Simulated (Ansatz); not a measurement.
Geometry optimisation, DFT PBE, scalar-relativistic, plane waves, PAW (Ansatz).

Input file:

```yaml
crystal:
  lattice:
    - [0.0, 5.43, 5.43]
    - [5.43, 0.0, 5.43]
    - [5.43, 5.43, 0.0]
  atoms:
    - { symbol: Si, position: [0.0, 0.0, 0.0] }
    - { symbol: Si, position: [0.125, 0.125, 0.125] }
    - { symbol: Si, position: [0.0, 0.0, 0.5] }
    - { symbol: Si, position: [0.125, 0.125, 0.625] }
    - { symbol: Si, position: [0.0, 0.5, 0.0] }
    - { symbol: Si, position: [0.125, 0.625, 0.125] }
    - { symbol: Si, position: [0.0, 0.5, 0.5] }
    - { symbol: Si, position: [0.125, 0.625, 0.625] }
    - { symbol: Si, position: [0.5, 0.0, 0.0] }
    - { symbol: Si, position: [0.625, 0.125, 0.125] }
    - { symbol: Si, position: [0.5, 0.0, 0.5] }
    - { symbol: Si, position: [0.625, 0.125, 0.625] }
    - { symbol: Si, position: [0.5, 0.5, 0.0] }
    - { symbol: Si, position: [0.625, 0.625, 0.125] }
    - { symbol: Si, position: [0.5, 0.5, 0.5] }
    - { symbol: Si, position: [0.625, 0.625, 0.625] }
    - { symbol: Li, position: [0.37543836, 0.3673131, 0.38004178] }
total_charge: 1
basis:
  ecutwfc: 420.0
kpoints:
  mp_grid: { grid: [2, 2, 2] }
hamiltonian:
  xc: pbe
  pseudopotentials: { kind: paw, azcp: { folder: soft_1 } }
scf:
  occupations: { method: fermi_dirac, width: 0.05 }
  lower_state_search: "off"
relax:
  f_tol: 0.03
  max_steps: 60
  adjacent_minimum: "off"
output:
  write_density: true
  write_potential: true
  elf: true
  volumetric_format: npy
```

Launched with:

```bash
$ ansatz run input.yaml --threads 1 --pin off --max-ram 3072MiB --backend cpu --events-out ev --progress --plain --runs-dir out
```

Problem. Where does it end, and by what steps?

Solution. The forces met the threshold. Limits of this set-up: charged cell in a uniform background, uncorrected. After 3 steps the energy has fallen by 0.116 eV; Li17 moved furthest, 0.05 Å.

```json
{"step": "0", "energy less start (eV)": "0.0000", "largest force component (eV/Å)": "0.645", "accepted": "yes"}
{"step": "1", "energy less start (eV)": "-0.1119", "largest force component (eV/Å)": "0.092", "accepted": "yes"}
{"step": "2", "energy less start (eV)": "-0.1161", "largest force component (eV/Å)": "0.031", "accepted": "yes"}
{"step": "3", "energy less start (eV)": "-0.1164", "largest force component (eV/Å)": "0.001", "accepted": "yes"}
```

```xyz
17
Lattice="0.0000 5.4300 5.4300 5.4300 0.0000 5.4300 5.4300 5.4300 0.0000" Properties=species:S:1:pos:R:3
Si 0.008 0.011 0.007
Si 1.357 1.359 1.355
Si 2.705 2.708 0.007
Si 4.072 4.074 1.334
Si 2.705 0.010 2.704
Si 4.072 1.338 4.070
Si 5.454 2.692 2.688
Si 6.808 4.074 4.070
Si 0.008 2.708 2.704
Si 1.335 4.074 4.070
Si 2.689 5.457 2.688
Si 4.072 6.811 4.070
Si 2.690 2.692 5.452
Si 4.072 4.074 6.807
Si 5.454 5.456 5.452
Si 6.787 6.790 6.785
Li 4.071 4.075 4.070
```

Whether the end is a true minimum wasn't checked by a vibrational analysis.

Run time: 18 s on 1 thread of Intel(R) Xeon(R) 6975P-C (Granite Rapids), on a shared host, peak memory 0.59 GiB.
